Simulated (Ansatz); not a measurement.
# doublet AlPNH4OF+ at 6 levels

Wanted: a comparison of 6 runs (U-r2SCAN/def2-SVP, U-revPBE/def2-SVP, USVWN5/def2-SVP, RPA@PBE/def2-SVP, RPA@PBE0/def2-SVP, UCCSD(T)/def2-SVP) of doublet AlPNH4OF+. 

The calculation is run with Ansatz 0.2.0.

147 further runs of the same task are left out: 147 set aside as unsound or not needed.

### 1 The structure to begin with

AlPNH4OF+: 9 atoms, total charge +1, spin state doublet. As SMILES of the parent species, `[NH2][Al]([F])[PH]O`. The coordinates come from a PBE0-D4/def2-TZVP relaxation. This is one conformer, not always the lowest. That shape belongs to the parent species and isn't relaxed for this state.

Bond lengths: N1–Al2 1.755 Å, Al2–F3 1.652 Å, Al2–P4 2.334 Å, P4–O5 1.677 Å, N1–H6 1.007 Å, N1–H7 1.006 Å, P4–H8 1.430 Å, O5–H9 0.960 Å. Angles: N1–Al2–F3 119.8°, N1–Al2–P4 121.0°, F3–Al2–P4 119.0°, Al2–P4–O5 96.2°, Al2–N1–H6 122.5°, Al2–N1–H7 126.3°, Al2–P4–H8 92.8°, O5–P4–H8 100.3°, P4–O5–H9 109.0°, H6–N1–H7 111.1°.

### 2 The energy at U-r2SCAN/def2-SVP (run 1)

Contents of molecule.yaml:

```yaml
crystal:
  periodic: [false, false, false]
  atoms:
    - {symbol: N, position_ang: [1.489200, 1.004600, -0.185800]}
    - {symbol: Al, position_ang: [0.882400, -0.572900, 0.285200]}
    - {symbol: F, position_ang: [1.905300, -1.677400, 0.966000]}
    - {symbol: P, position_ang: [-1.322700, -1.196100, -0.158400]}
    - {symbol: O, position_ang: [-1.889900, 0.351100, -0.471500]}
    - {symbol: H, position_ang: [0.893900, 1.722700, -0.565900]}
    - {symbol: H, position_ang: [2.431700, 1.338900, -0.072400]}
    - {symbol: H, position_ang: [-1.643200, -1.310200, 1.230300]}
    - {symbol: H, position_ang: [-2.658100, 0.293000, -1.044600]}
basis:
  gaussian:
    orbitals: def2-SVP
total_charge: 1
magnetization:
  spin_polarized: true
  initial_magnetization: 1
hamiltonian:
  xc: r2scan
accuracy: high
output: {orbitals: {seedname: orbitals}}
```

Started as:

```bash
$ ansatz run molecule.yaml --threads 1 --pin off --max-ram 3480MiB --events-out events.jsonl --progress --plain --runs-dir runs
```

Output:

```text
Warning: RAYON_NUM_THREADS=1 ignored (pool sized by the plan → 1); use --threads N
Functional definition: r2SCAN
  name "r2SCAN"
  parameter k0 = 0.174
  parameter k1 = 0.065
  parameter a1 = 4.9479
  exchange = r2scan_x(k0 = k0, k1 = k1, a1 = a1)
  correlation = r2scan_c
2112 factors; integrals over basis functions are off by at most 6.6e-9 eV
mean field evaluation 1: about -22160.6829 eV, gradient 8.0e1 eV
mean field evaluation 2: about -21987.7952 eV, gradient 1.9e2 eV
mean field evaluation 4: about -22178.9781 eV, gradient 2.8e1 eV
mean field evaluation 8: about -22184.8878 eV, gradient 3.2e0 eV
mean field evaluation 16: about -22184.9745 eV, gradient 7.6e-2 eV
mean field evaluation 32: about -22184.9745 eV, gradient 3.7e-8 eV
mean field -22184.97449885 eV, -815.2827753169 hartree, gradient 3.7e-8 eV, S^2 0.760368; 2 other end points of the search recorded, 0 dependent functions left out
reference -22184.97450207 eV, -815.2827754354 hartree; 28, 27 occupied and 70, 71 virtual orbitals, 2112 factors
Total energy: -22184.97450207 eV, -815.2827754354 hartree
```

It took 62 s on 1 thread of Arm Neoverse V1, shared host; peak memory 0.52 GiB.

### 3 A single-point energy at U-revPBE/def2-SVP (run 2)

Contents of input.yaml:

```yaml
crystal:
  periodic: [false, false, false]
  atoms:
    - {symbol: "N", position_ang: [1.489200, 1.004600, -0.185800]}
    - {symbol: Al, position_ang: [0.882400, -0.572900, 0.285200]}
    - {symbol: F, position_ang: [1.905300, -1.677400, 0.966000]}
    - {symbol: P, position_ang: [-1.322700, -1.196100, -0.158400]}
    - {symbol: O, position_ang: [-1.889900, 0.351100, -0.471500]}
    - {symbol: H, position_ang: [0.893900, 1.722700, -0.565900]}
    - {symbol: H, position_ang: [2.431700, 1.338900, -0.072400]}
    - {symbol: H, position_ang: [-1.643200, -1.310200, 1.230300]}
    - {symbol: H, position_ang: [-2.658100, 0.293000, -1.044600]}
basis:
  gaussian:
    orbitals: def2-SVP
total_charge: 1
magnetization:
  spin_polarized: true
  initial_magnetization: 1
hamiltonian:
  xc: {name: revPBE}
accuracy: high
output: {orbitals: {seedname: orbitals}}
```

Started as:

```bash
$ ansatz run input.yaml --threads 1 --pin off --max-ram 3480MiB --events-out events.jsonl --progress --plain --runs-dir runs
```

Output:

```text
Warning: RAYON_NUM_THREADS=1 ignored (pool sized by the plan → 1); use --threads N
Functional definition: revPBE
  name "revPBE"
  parameter kappa = 1.245
  parameter beta = 0.06672455060314922
  exchange = pbe_x(kappa = kappa, mu = beta*pi^2/3)
  correlation = pbe_c(beta = beta)
2112 factors; integrals over basis functions are off by at most 6.6e-9 eV
mean field evaluation 1: about -22156.4722 eV, gradient 8.5e1 eV
mean field evaluation 2: about -21910.8841 eV, gradient 2.2e2 eV
mean field evaluation 4: about -22174.4087 eV, gradient 4.2e1 eV
mean field evaluation 8: about -22183.6216 eV, gradient 7.5e0 eV
mean field evaluation 16: about -22184.1285 eV, gradient 3.5e-1 eV
mean field evaluation 32: about -22183.8485 eV, gradient 3.4e0 eV
mean field -22184.13411703 eV, -815.2518918548 hartree, gradient 1.2e-8 eV, S^2 0.754845; 2 other end points of the search recorded, 0 dependent functions left out
reference -22184.13412192 eV, -815.2518920346 hartree; 28, 27 occupied and 70, 71 virtual orbitals, 2112 factors
Total energy: -22184.13412192 eV, -815.2518920346 hartree
```

Run time: 27 s. Hardware: 1 thread of Arm Neoverse V1, shared host; peak memory 0.34 GiB.

### 4 The energy at USVWN5/def2-SVP (run 3)

Contents of job.yaml:

```yaml
crystal:
  periodic: [false, false, false]
  atoms:
    - {symbol: "N", position_ang: [1.489200, 1.004600, -0.185800]}
    - {symbol: Al, position_ang: [0.882400, -0.572900, 0.285200]}
    - {symbol: F, position_ang: [1.905300, -1.677400, 0.966000]}
    - {symbol: P, position_ang: [-1.322700, -1.196100, -0.158400]}
    - {symbol: O, position_ang: [-1.889900, 0.351100, -0.471500]}
    - {symbol: H, position_ang: [0.893900, 1.722700, -0.565900]}
    - {symbol: H, position_ang: [2.431700, 1.338900, -0.072400]}
    - {symbol: H, position_ang: [-1.643200, -1.310200, 1.230300]}
    - {symbol: H, position_ang: [-2.658100, 0.293000, -1.044600]}
basis:
  gaussian:
    orbitals: def2-SVP
hamiltonian:
  xc: {name: SVWN5}
magnetization:
  spin_polarized: true
  initial_magnetization: 1
output:
  orbitals: {seedname: orbitals}
total_charge: 1
accuracy: high
```

Started as:

```bash
$ ansatz run job.yaml --threads 1 --pin off --max-ram 3480MiB --events-out events.jsonl --progress --plain --runs-dir runs
```

Output:

```text
Warning: RAYON_NUM_THREADS=1 ignored (pool sized by the plan → 1); use --threads N
Functional definition: SVWN5
  name "SVWN5"
  exchange = slater_x
  correlation = vwn5_c
2112 factors; integrals over basis functions are off by at most 6.6e-9 eV
mean field evaluation 1: about -22053.6732 eV, gradient 8.6e1 eV
mean field evaluation 2: about -21805.5590 eV, gradient 2.2e2 eV
mean field evaluation 4: about -22072.5123 eV, gradient 4.2e1 eV
mean field evaluation 8: about -22081.9130 eV, gradient 6.1e0 eV
mean field evaluation 16: about -22082.2547 eV, gradient 3.5e-2 eV
mean field evaluation 32: about -22082.1017 eV, gradient 3.4e-1 eV
mean field -22082.25475867 eV, -811.5078944912 hartree, gradient 1.8e-8 eV, S^2 0.752457; 2 other end points of the search recorded, 0 dependent functions left out
reference -22082.25476246 eV, -811.5078946307 hartree; 28, 27 occupied and 70, 71 virtual orbitals, 2112 factors
Total energy: -22082.25476246 eV, -811.5078946307 hartree
```

Run time: 13 s. Hardware: 1 thread of Arm Neoverse V1, shared host; peak memory 0.3 GiB.

Runs 4 to 5 aren't shown in full; the table further down has their settings and results.

### 5 A single-point energy at UCCSD(T)/def2-SVP (run 6)

Changes to input.yaml since step 3:

```diff
@@ -1 +1,4 @@
+basis:
+  gaussian:
+    orbitals: def2-SVP
 crystal:
@@ -12,6 +15,6 @@
     - {symbol: H, position_ang: [-2.658100, 0.293000, -1.044600]}
-basis:
-  gaussian:
-    orbitals: def2-SVP
 total_charge: 1
+scf:
+  omitted_lower_state_checks: [cluster_reference, increment]
+accuracy: high
 magnetization:
@@ -19,5 +22,4 @@
   initial_magnetization: 1
-hamiltonian:
-  xc: {name: revPBE}
-accuracy: high
-output: {orbitals: {seedname: orbitals}}
+correlation:
+  method: ccsd_t
+  frozen_orbitals: {Al: 5, F: 1, H: 0, "N": 1, O: 1, P: 5}
```

Started as:

```bash
$ ansatz run input.yaml --threads 1 --pin off --max-ram 3480MiB --events-out events.jsonl --progress --plain --runs-dir runs
```

Output:

```text
Warning: RAYON_NUM_THREADS=1 ignored (pool sized by the plan → 1); use --threads N
Functional definition: HF
  name "HF"
  exchange = exact_x
  correlation = 0
these checks for a lower state are left out or cut short: cluster_reference, increment
2112 factors; integrals over basis functions are off by at most 6.6e-9 eV
mean field evaluation 1: about -22117.3613 eV, gradient 5.1e1 eV
mean field evaluation 2: about -22117.4653 eV, gradient 5.1e1 eV
mean field evaluation 4: about -22127.8695 eV, gradient 3.2e0 eV
mean field evaluation 8: about -22128.0230 eV, gradient 2.3e-1 eV
mean field evaluation 16: about -22128.0253 eV, gradient 1.3e-6 eV
mean field -22128.02534175 eV, -813.1899323949 hartree, gradient 4.5e-8 eV, S^2 0.762929; 2 other end points of the search recorded, 0 dependent functions left out
13 core orbitals not correlated: weight in the atoms' cores, before any rotation towards them, 1.000 or more for the frozen orbitals, at most 0.000 for the correlated occupied ones
reference -22128.02534175 eV, -813.1899323949 hartree; 15, 14 occupied and 70, 71 virtual orbitals, 2112 factors
second order -19.03200065 eV of doubles, -0.00000000 eV of singles
cycle   1  -19.35546329 eV  change   -3.2e-1 eV  update   1.2e-1
cycle   2  -19.84553873 eV  change   -4.9e-1 eV  update   3.8e-2
cycle   3  -20.01408052 eV  change   -1.7e-1 eV  update   2.5e-2
cycle   4  -20.01519577 eV  change   -1.1e-3 eV  update   8.7e-3
cycle   5  -20.00924198 eV  change    6.0e-3 eV  update   5.8e-3
cycle   6  -20.01021228 eV  change   -9.7e-4 eV  update   3.4e-3
cycle   7  -20.01122134 eV  change   -1.0e-3 eV  update   2.4e-3
cycle   8  -20.01144812 eV  change   -2.3e-4 eV  update   1.6e-3
cycle   9  -20.01207445 eV  change   -6.3e-4 eV  update   1.1e-3
cycle  10  -20.01197856 eV  change    9.6e-5 eV  update   5.8e-4
cycle  11  -20.01172559 eV  change    2.5e-4 eV  update   2.9e-4
cycle  12  -20.01187267 eV  change   -1.5e-4 eV  update   1.5e-4
cycle  13  -20.01191624 eV  change   -4.4e-5 eV  update   6.7e-5
cycle  14  -20.01196130 eV  change   -4.5e-5 eV  update   3.9e-5
cycle  15  -20.01198549 eV  change   -2.4e-5 eV  update   2.2e-5
cycle  16  -20.01199170 eV  change   -6.2e-6 eV  update   1.6e-5
cycle  17  -20.01199013 eV  change    1.6e-6 eV  update   1.1e-5
cycle  18  -20.01198912 eV  change    1.0e-6 eV  update   8.2e-6
cycle  19  -20.01198677 eV  change    2.4e-6 eV  update   5.5e-6
cycle  20  -20.01198587 eV  change    9.0e-7 eV  update   3.5e-6
cycle  21  -20.01198657 eV  change   -7.1e-7 eV  update   2.2e-6
cycle  22  -20.01198681 eV  change   -2.3e-7 eV  update   1.3e-6
cycle  23  -20.01198672 eV  change    8.4e-8 eV  update   9.4e-7
cycle  24  -20.01198673 eV  change   -9.3e-9 eV  update   5.9e-7
cycle  25  -20.01198675 eV  change   -1.3e-8 eV  update   3.7e-7
cycle  26  -20.01198690 eV  change   -1.5e-7 eV  update   2.1e-7
cycle  27  -20.01198698 eV  change   -7.6e-8 eV  update   1.3e-7
cycle  28  -20.01198693 eV  change    4.5e-8 eV  update   8.1e-8
cycle  29  -20.01198696 eV  change   -2.8e-8 eV  update   5.1e-8
cycle  30  -20.01198696 eV  change    3.0e-9 eV  update   3.9e-8
cycle  31  -20.01198713 eV  change   -1.7e-7 eV  update   1.0e-7
cycle  32  -20.01198714 eV  change   -1.4e-8 eV  update   2.8e-8
cycle  33  -20.01198714 eV  change   -2.9e-9 eV  update   1.2e-8
cycle  34  -20.01198714 eV  change    1.9e-9 eV  update   6.6e-9
cycle  35  -20.01198714 eV  change    1.9e-9 eV  update   3.4e-9
perturbative correction -0.47854408 eV, -0.0175861706 hartree
Total energy: -22148.51587297 eV, -813.9429455283 hartree
Checks for a lower state left out: cluster_reference, increment
```

It took 3.1 min on 1 thread of Arm Neoverse V1, shared host; peak memory 1.3 GiB.

### 6 Overview of the runs

```
run              level  frozen core orbitals  energy (Eh)   ⟨S²⟩  wall time
  1  U-r2SCAN/def2-SVP                     –  -815.282775  0.760       62 s
  2  U-revPBE/def2-SVP                     –  -815.251892  0.755       27 s
  3    USVWN5/def2-SVP                     –  -811.507895  0.752       13 s
  4   RPA@PBE/def2-SVP                    13  -814.256242  0.754       38 s
  5  RPA@PBE0/def2-SVP                    13  -814.165093  0.763       53 s
  6  UCCSD(T)/def2-SVP                    13  -813.942946  0.763    3.1 min
```

### 7 Summary of results

| quantity | value |
| --- | --- |
| run 6: total energy | -813.94295 Eh |
| run 6: correlation energy (13 core orbitals frozen) | -753.0 mEh |
| run 6: (T) correction | -17.59 mEh |
| run 6: ⟨S²⟩ of the reference determinant | 0.763 |
| run 6: T1 diagnostic | 0.019 |

In words: Totals of different functionals can't be ranked against each other. All runs together took 6.4 min, the longest 3.1 min.
